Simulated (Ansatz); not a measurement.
**LuBi: pressure up to the limit of the methods**

The task here is to estimate one member of a computed series from the others.

Computed with Ansatz 0.2.0 (DFT LDA, with the methods named in each step, unless a step's input says otherwise).

## The structure to begin with

The structure is cubic, space group Fm-3m (No. 225). The conventional cell has a = 6.204 Å, b = 6.204 Å, c = 6.204 Å, α = 90.00°, β = 90.00°, γ = 90.00°. Lu (site symmetry m-3m) has 6 Bi at 3.10 Å as nearest neighbours. Bi (site symmetry m-3m) has 6 Lu at 3.10 Å as nearest neighbours.

Coordinates:

```cif
data_structure
_symmetry_space_group_name_H-M 'Fm-3m'
_symmetry_Int_Tables_number 225
_cell_length_a 6.2039
_cell_length_b 6.2039
_cell_length_c 6.2039
_cell_angle_alpha 90.000
_cell_angle_beta 90.000
_cell_angle_gamma 90.000
_cell_volume 238.78
loop_
_atom_site_label
_atom_site_type_symbol
_atom_site_symmetry_multiplicity
_atom_site_Wyckoff_symbol
_atom_site_fract_x
_atom_site_fract_y
_atom_site_fract_z
_atom_site_occupancy
Lu1 Lu 4 b 0.50000 0.00000 0.00000 1
Bi1 Bi 4 a 0.00000 0.00000 0.00000 1
```

The file gives the conventional cell by its symmetry; the runs use the cell typed in the input.

Whether this phase is the stable one at these pressures isn't tested.

Atoms are numbered in the order of the input: Lu1, Bi2.

Set-up of the first run:

The input, input.yaml:

```yaml
crystal:
  lattice:
    - [0.0, 3.1019669897, 3.1019669897]
    - [3.1019669897, 0.0, 3.1019669897]
    - [3.1019669897, 3.1019669897, 0.0]
  atoms:
    - { symbol: Lu, position: [0.5, 0.5, 0.5] }
    - { symbol: Bi, position: [0.0, 0.0, 0.0] }
kpoints:
  mp_grid: { grid: [10, 10, 10] }
  band_path:
    path:
      - [0.0, 0.0, 0.0]
      - [0.5, 0.0, 0.5]
      - [0.625, 0.25, 0.625]
      - [0.375, 0.375, 0.75]
      - [0.0, 0.0, 0.0]
      - [0.5, 0.5, 0.5]
      - [0.5, 0.25, 0.75]
      - [0.5, 0.0, 0.5]
    npoints: 14
scf:
  occupations: { method: fermi_dirac, width: 0.05 }
hamiltonian:
  xc: lda
  pseudopotentials: { kind: all_electron, lapw: { basis_error: 0.001 } }
output:
  forces: true
  stress: true
  eigenvalues: true
  populations: true
```

Started as:

```
$ ansatz run input.yaml --threads 1 --pin off --max-ram 2048MiB --backend cpu --events-out ev --progress --plain --runs-dir out
```

Among the steps run: The reference volume, LAPW; Volume scaled by 1, crystal datasets; Volume scaled by 0.9, LAPW; Volume scaled by 0.45, LAPW; Volume scaled by 0.4, LAPW; Volume scaled by 0.4, crystal datasets.

One table of the session follows, with a row left open; its other results are not shown here.

```
          method  volume over the first  volume (Å³/atom)  pressure (GPa)
            LAPW                      1            29.848           -4.02
            LAPW                    0.9            26.863            2.50
            LAPW                   0.45            13.431          225.76
            LAPW                    0.4            11.939          339.45
             PAW                      1            29.848           -4.04
             PAW                    0.9            26.863            2.48
             PAW                   0.45            13.431          225.89
             PAW                    0.4            11.939          340.00
crystal datasets                      1                 ?               ?
crystal datasets                    0.4            11.939          339.44
```

**Question.** Estimate the row for crystal datasets, 1.

**Answer.** volume (Å³/atom): 29.848; pressure (GPa): -4.03.

To keep in mind: Rows by PAW come from runs of the same series that aren't printed here. Warnings in the runs' records: gradients without spin orbit, stress scf threshold loose, crystal datasets made.
